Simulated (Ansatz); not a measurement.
# Fe: the cost of one run

Computed with Ansatz 0.2.0 (DFT PBEsol, scalar-relativistic, plane waves, PAW, unless a step's input says otherwise).

This is Fe in the hcp structure; at room conditions it is bcc.

1 further run of the same task is left out (set aside as unsound or not needed).

### 1 Starting point

The structure is hexagonal, space group P6_3/mmc (No. 194). The conventional cell has a = 2.429 Å, b = 2.429 Å, c = 3.842 Å, α = 90.00°, β = 90.00°, γ = 120.00°. Around Fe (site symmetry -6m2) lie 12 Fe at 2.38 to 2.43 Å.

Structure file:

```xyz
2
Lattice="2.4289 0.0000 0.0000 -1.2145 2.1035 0.0000 0.0000 0.0000 3.8416" Properties=species:S:1:pos:R:3 pbc="T T T"
Fe    0.0000    1.4023    0.9604
Fe    1.2145    0.7012    2.8812
```

It goes back to an entry of the Materials Project, which need not be the stable form.

This cell was relaxed beforehand with the same method: volume 9.81 Å³/atom, gap on the mesh none (metal).

### 2 Static run: bands, density of states and charges

Input file input.yaml:

```yaml
crystal:
  lattice:
    - [2.4289325968, 0.0, 0.0]
    - [-1.2144662984, 2.1035173329, 0.0]
    - [0.0, 0.0, 3.841631213]
  atoms:
    - { symbol: Fe, position: [0.3333333333, 0.6666666667, 0.25] }
    - { symbol: Fe, position: [0.6666666667, 0.3333333333, 0.75] }
basis:
  ecutwfc: 420
kpoints:
  mp_grid: { grid: [18, 18, 12] }
  band_path:
    path:
      - [[0.0, 0.0, 0.0], [0.5, 0.0, 0.0], [0.33333333, 0.33333333, 0.0], [0.0, 0.0, 0.0], [0.0, 0.0, 0.5], [0.5, 0.0, 0.5], [0.33333333, 0.33333333, 0.5], [0.0, 0.0, 0.5]]
      - [[0.5, 0.0, 0.5], [0.5, 0.0, 0.0]]
      - [[0.33333333, 0.33333333, 0.5], [0.33333333, 0.33333333, 0.0]]
    npoints: 14
hamiltonian:
  xc: pbesol
scf:
  occupations: { method: gaussian, width: 0.1 }
  n_extra_bands: 6
output:
  forces: true
  stress: true
  eigenvalues: true
  populations: true
  dos: { projected: true, de: 0.02, nscf_kmesh: { grid: [27, 27, 18] } }
  bader: true
  write_density: true
  write_potential: true
  elf: true
  volumetric_format: npy
```

Run with:

```bash
$ ansatz run input.yaml --threads 1 --pin off --max-ram 2560MiB --backend cpu --events-out ev --progress --plain --runs-dir out
```

Q: Estimate wall time and peak memory on 1 thread of Intel Xeon at 2.50GHz (Skylake/Cascade Lake), shared host.

About 68 s, with a peak of 0.46 GiB.
